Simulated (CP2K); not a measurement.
# WS: equation of state with LDA

The system is WS.

```xyz
2
Lattice="3.0079 0.0000 0.0000 0.0000 3.0079 0.0000 0.0000 0.0000 3.0079" Properties=species:S:1:pos:R:3 pbc="T T T"
W     1.5039    1.5039    1.5039
S     0.0000    0.0000    0.0000
```

The cell was built by a generator and needn't be a form met in nature.

```
Program             : CP2K 2026.2
Task                : equation of state
Functional          : LDA
Potentials or basis : GTH_POTENTIALS W GTH-PADE-q14, S GTH-PADE-q6; TZVP-MOLOPT-PBE-GTH basis
Density cutoff      : 6123 eV
k mesh              : 9 × 9 × 9
Occupations         : fermi-dirac, width 0.0259 eV
Spin                : no spin polarisation
```

The equilibrium volume is 12.13 Å³/atom (rough: see the caveat). The bulk modulus is 485 GPa (rough).

Energy against volume, from the lowest point:
```csv
volume (Å³/atom),energy (meV/atom)
12.790,0.00
13.063,46.01
13.335,104.44
13.607,174.43
13.879,254.23
14.151,342.76
14.423,439.71
```

All runs of the series together: 5.8 min on 1 thread of Arm Neoverse V2 (shared host).

Caveat: the minimum lies outside the volumes run; the basis of atomic orbitals isn't converged, which shifts pressures, moduli and gaps. The run has no spin-orbit coupling, so splittings on W are missing.
